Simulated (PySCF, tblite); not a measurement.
# C₆H₉ClS: a rotation path, then NMR shifts on frames, part 1 of 2

How do NMR shifts of C₆H₉ClS (`C/C=C(\Cl)CC(C)=S`) change as the atoms move?

The runs use tblite 0.8.0 and PySCF 2.14.0, with density-fitted response routines of our own; the level of theory stands in each step. All values are computed, except where a source is named. Atoms are numbered from 0 throughout.

## 1. Starting geometry

17 atoms, charge 0, multiplicity 1; geometry from: GFN2-xTB.

Bonds of the start (Å): C0–C1 1.49, C1–C2 1.32, C2–Cl3 1.74, C2–C4 1.51, C4–C5 1.50, C5–C6 1.48, C5–S7 1.62, C0–H8 1.09, C0–H9 1.09, C0–H10 1.09, C1–H11 1.08, C4–H12 1.09, C4–H13 1.09, C6–H14 1.09, C6–H15 1.09, C6–H16 1.09.

## 2. A band between two rotamers with GFN2-xTB

Job settings and geometry (Å):

```
{"job": {"kind": "neb", "xc": "GFN2-xTB", "basis": "xTB", "atoms": [2, 4, 5, 6], "turn": 120}, "charge": 0, "multiplicity": 1}
C      2.710583     0.709730    -0.868389
C      1.565745    -0.083817    -0.344064
C      0.621336     0.337599     0.484235
Cl     0.592318     1.972385     1.078544
C     -0.535661    -0.509723     0.948734
C     -1.658513    -0.351689    -0.039242
C     -2.567147     0.804613     0.157091
S     -1.810530    -1.376551    -1.288516
H      2.737663     1.704703    -0.433758
H      2.627451     0.799868    -1.951148
H      3.648248     0.200400    -0.650439
H      1.504024    -1.107164    -0.687739
H     -0.218398    -1.552463     0.977381
H     -0.851668    -0.192397     1.943443
H     -1.984379     1.724786     0.217911
H     -3.284866     0.880077    -0.655488
H     -3.103203     0.701133     1.101534
```

Method: GFN2-xTB climbing-image nudged elastic band, gas phase.

Command:

```
> OMP_NUM_THREADS=1 python probes_run.py task.json out
```

The driver reads the jobs from task.json and runs them one after another.

Log:

```text
image   E - E0 / eV
  0      -0.0000
  1       0.0120
  2       0.0284
  3       0.0409
  4       0.0542
  5       0.0651
  6       0.0672
  7       0.0647
  8       0.0315
```

It took 8.4 s on 1 thread of Intel Xeon Platinum 8259CL at 2.50GHz, shared host; peak memory 0.19 GiB.

The final band, with the dihedral C2–C4–C5–C6:

| image | dihedral (°) | energy (eV) | energy (kcal/mol) |
| --- | --- | --- | --- |
| 0 | -85 | 0.000 | 0.0 |
| 1 | -70 | 0.012 | 0.3 |
| 2 | -55 | 0.028 | 0.7 |
| 3 | -39 | 0.041 | 0.9 |
| 4 | -22 | 0.054 | 1.3 |
| 5 | -6 | 0.065 | 1.5 |
| 6 | 11 | 0.067 | 1.5 |
| 7 | 30 | 0.065 | 1.5 |
| 8 | 41 | 0.031 | 0.7 |

## 3. NMR shieldings: image 0, PBE0/pcSseg-1

Job settings and geometry (Å):

```
{"job": {"kind": "nmr", "xc": "PBE0", "basis": "pcSseg-1", "pop": false}, "charge": 0, "multiplicity": 1}
C      2.710600     0.709700    -0.868400
C      1.565700    -0.083800    -0.344100
C      0.621300     0.337600     0.484200
Cl     0.592300     1.972400     1.078500
C     -0.535700    -0.509700     0.948700
C     -1.658500    -0.351700    -0.039200
C     -2.567100     0.804600     0.157100
S     -1.810500    -1.376600    -1.288500
H      2.737700     1.704700    -0.433800
H      2.627500     0.799900    -1.951100
H      3.648200     0.200400    -0.650400
H      1.504000    -1.107200    -0.687700
H     -0.218400    -1.552500     0.977400
H     -0.851700    -0.192400     1.943400
H     -1.984400     1.724800     0.217900
H     -3.284900     0.880100    -0.655500
H     -3.103200     0.701100     1.101500
```

Method: GIAO PBE0/pcSseg-1 NMR shielding, non-relativistic, gas phase.

Log:

```text
coarse grid: 15344 points
cycle   1  E = -1091.6626361241  dE =  9.900e-01  |g| = 4.587e-01  |ddm| = 3.858e+00
cycle   2  E = -1091.5757214950  dE =  8.691e-02  |g| = 7.551e-01  |ddm| = 1.170e+00
cycle   3  E = -1091.7141389739  dE = -1.384e-01  |g| = 1.721e-01  |ddm| = 8.641e-01
cycle   4  E = -1091.7218136151  dE = -7.675e-03  |g| = 4.041e-02  |ddm| = 2.184e-01
cycle   5  E = -1091.7221873476  dE = -3.737e-04  |g| = 1.713e-02  |ddm| = 6.258e-02
cycle   6  E = -1091.7222611454  dE = -7.380e-05  |g| = 4.195e-03  |ddm| = 1.946e-02
cycle   7  E = -1091.7222649070  dE = -3.762e-06  |g| = 1.233e-03  |ddm| = 4.502e-03
final grid: 139088 points
cycle   8  E = -1091.7721094018  dE = -3.513e-05  |g| = 1.079e-02  |ddm| = 3.596e-02
cycle   9  E = -1091.7720417677  dE =  6.763e-05  |g| = 1.882e-02  |ddm| = 3.046e-02
cycle  10  E = -1091.7721363902  dE = -9.462e-05  |g| = 3.462e-03  |ddm| = 2.327e-02
cycle  11  E = -1091.7721394520  dE = -3.062e-06  |g| = 4.602e-04  |ddm| = 3.548e-03
cycle  12  E = -1091.7721394971  dE = -4.511e-08  |g| = 1.635e-04  |ddm| = 6.539e-04
cycle  13  E = -1091.7721395033  dE = -6.193e-09  |g| = 5.372e-05  |ddm| = 1.893e-04
cycle  14  E = -1091.7721395039  dE = -6.130e-10  |g| = 1.805e-05  |ddm| = 5.971e-05
converged SCF energy = -1091.7721395039

GIAO shielding tensors (ppm)
atom      isotropic    diamagn.    paramagn.     s11        s22        s33       span
  0 C      168.204     246.466     -78.262    153.164    167.202    184.246     31.083
  1 C       51.805     255.100    -203.295    -53.030     58.153    150.291    203.322
  2 C       46.465     259.335    -212.870    -54.046     90.589    102.854    156.900
  3 Cl     726.534    1148.836    -422.302    547.379    694.493    937.731    390.351
  4 C      120.785     247.903    -127.117    101.912    125.493    134.950     33.038
  5 C      -87.308     260.478    -347.787   -267.020   -139.457    144.552    411.572
  6 C      141.471     247.042    -105.571    118.606    126.023    179.784     61.178
  7 S     -457.742    1058.129   -1515.871  -1574.282   -354.324    555.380   2129.662
  8 H       29.278      29.829      -0.551     23.985     31.690     32.160      8.175
  9 H       29.990      28.086       1.904     25.714     27.516     36.740     11.026
 10 H       29.913      26.845       3.068     25.610     27.108     37.020     11.409
 11 H       25.478      33.764      -8.286     22.387     24.461     29.585      7.198
 12 H       27.661      32.093      -4.433     25.353     26.796     30.834      5.481
 13 H       27.884      31.710      -3.826     26.371     27.525     29.757      3.386
 14 H       27.855      29.511      -1.655     23.230     28.494     31.841      8.611
 15 H       28.519      28.859      -0.341     24.892     28.307     32.356      7.464
 16 H       28.875      27.799       1.076     25.678     27.960     32.986      7.308
```

Wall time 44 s (1 thread of Intel Xeon Platinum 8259CL at 2.50GHz, shared host); peak memory 0.89 GiB.

Shifts follow as δ = σ(reference) − σ, with reference shieldings (ppm) from runs at the same level and on the same kind of geometry: ¹H TMS 31.72, ¹³C TMS 186.9, ³³S CS2 504, ³⁵Cl HCl 950. The references are single molecules in the gas phase. Each atom is listed at this fixed geometry, with no averaging over motion; a spectrum would average atoms that exchange fast.

| atoms | environment | σ (ppm) | δ (ppm) |
| --- | --- | --- | --- |
| C5 | thiocarbonyl carbon | -87.3 | 274.2 |
| C2 | fully substituted alkene carbon | 46.5 | 140.5 |
| C1 | alkene CH | 51.8 | 135.1 |
| C4 | allylic sp3 CH2 | 120.8 | 66.1 |
| C6 | methyl carbon | 141.5 | 45.5 |
| C0 | allylic methyl carbon | 168.2 | 18.7 |
| H11 | hydrogen on an alkene CH | 25.48 | 6.24 |
| H12 | hydrogen on an allylic sp3 CH2 | 27.66 | 4.06 |
| H14 | hydrogen on a methyl carbon | 27.86 | 3.86 |
| H13 | hydrogen on an allylic sp3 CH2 | 27.88 | 3.83 |
| H15 | hydrogen on a methyl carbon | 28.52 | 3.20 |
| H16 | hydrogen on a methyl carbon | 28.88 | 2.84 |
| H8 | hydrogen on an allylic methyl carbon | 29.28 | 2.44 |
| H10 | hydrogen on an allylic methyl carbon | 29.91 | 1.80 |
| H9 | hydrogen on an allylic methyl carbon | 29.99 | 1.73 |
| Cl3 | chlorine bonded to C | 727 | 223 |
| S7 | thione sulfur | -458 | 961 |

## 4. Nuclear shieldings: image 3, PBE0/pcSseg-1

Job settings and geometry (Å):

```
{"job": {"kind": "nmr", "xc": "PBE0", "basis": "pcSseg-1", "pop": false}, "charge": 0, "multiplicity": 1}
C      2.509700     0.951600    -0.802600
C      1.451900     0.008600    -0.345600
C      0.571600     0.211200     0.623900
Cl     0.580800     1.678200     1.567000
C     -0.535700    -0.743000     0.963900
C     -1.769000    -0.517900     0.128900
C     -2.148800     0.883300    -0.183100
S     -2.659900    -1.779000    -0.370500
H      2.524500     1.853600    -0.197300
H      2.322000     1.227800    -1.840500
H      3.487300     0.474900    -0.760500
H      1.392400    -0.928700    -0.882100
H     -0.201200    -1.773500     0.829300
H     -0.818200    -0.620600     2.014500
H     -1.314700     1.411000    -0.645000
H     -3.007800     0.909500    -0.848500
H     -2.392000     1.414400     0.738400
```

Level: GIAO PBE0/pcSseg-1 NMR shielding, non-relativistic, gas phase.

Log:

```text
coarse grid: 15344 points
cycle   1  E = -1091.6631351154  dE =  9.851e-01  |g| = 4.550e-01  |ddm| = 3.877e+00
cycle   2  E = -1091.5845955187  dE =  7.854e-02  |g| = 7.323e-01  |ddm| = 1.182e+00
cycle   3  E = -1091.7137883323  dE = -1.292e-01  |g| = 1.702e-01  |ddm| = 8.768e-01
cycle   4  E = -1091.7212780355  dE = -7.490e-03  |g| = 4.035e-02  |ddm| = 2.213e-01
cycle   5  E = -1091.7216562479  dE = -3.782e-04  |g| = 1.647e-02  |ddm| = 6.438e-02
cycle   6  E = -1091.7217246156  dE = -6.837e-05  |g| = 4.435e-03  |ddm| = 1.932e-02
cycle   7  E = -1091.7217288433  dE = -4.228e-06  |g| = 1.259e-03  |ddm| = 4.711e-03
final grid: 139088 points
cycle   8  E = -1091.7719471063  dE = -4.129e-05  |g| = 1.035e-02  |ddm| = 3.679e-02
cycle   9  E = -1091.7718910594  dE =  5.605e-05  |g| = 1.742e-02  |ddm| = 2.940e-02
cycle  10  E = -1091.7719714311  dE = -8.037e-05  |g| = 3.416e-03  |ddm| = 2.269e-02
cycle  11  E = -1091.7719744229  dE = -2.992e-06  |g| = 4.562e-04  |ddm| = 3.650e-03
cycle  12  E = -1091.7719744679  dE = -4.499e-08  |g| = 1.414e-04  |ddm| = 6.711e-04
cycle  13  E = -1091.7719744724  dE = -4.522e-09  |g| = 5.446e-05  |ddm| = 1.857e-04
cycle  14  E = -1091.7719744731  dE = -6.476e-10  |g| = 1.791e-05  |ddm| = 5.806e-05
converged SCF energy = -1091.7719744731

GIAO shielding tensors (ppm)
atom      isotropic    diamagn.    paramagn.     s11        s22        s33       span
  0 C      168.418     246.585     -78.167    153.762    167.386    184.104     30.342
  1 C       53.646     255.486    -201.840    -54.789     66.046    149.681    204.469
  2 C       43.989     259.997    -216.008    -56.479     85.672    102.775    159.254
  3 Cl     704.014    1148.647    -444.633    509.000    674.443    928.599    419.599
  4 C      119.634     247.133    -127.498    107.813    109.375    141.715     33.902
  5 C      -87.423     258.776    -346.199   -259.660   -145.518    142.908    402.569
  6 C      144.871     247.289    -102.418    124.741    133.460    176.413     51.672
  7 S     -491.072    1056.475   -1547.548  -1643.427   -359.406    529.617   2173.044
  8 H       29.131      29.747      -0.616     24.061     31.353     31.978      7.917
  9 H       29.977      28.274       1.703     25.709     27.498     36.724     11.015
 10 H       29.870      26.930       2.940     25.519     27.073     37.018     11.498
 11 H       25.852      33.948      -8.097     22.913     24.719     29.923      7.010
 12 H       27.345      31.799      -4.454     23.297     27.403     31.335      8.038
 13 H       27.958      30.105      -2.146     24.366     28.440     31.068      6.702
 14 H       28.464      30.161      -1.697     23.737     29.642     32.013      8.276
 15 H       28.668      28.886      -0.218     24.829     28.673     32.503      7.674
 16 H       28.641      28.434       0.207     24.356     29.606     31.960      7.604
```

Wall time 47 s (1 thread of Intel Xeon Platinum 8259CL at 2.50GHz, shared host); peak memory 0.89 GiB.

Key values: δ C5 274.3, C2 142.9, C1 133.3, C4 67.3, H11 5.87, H12 4.37 ppm.

(Continued in part 2 of 2.)
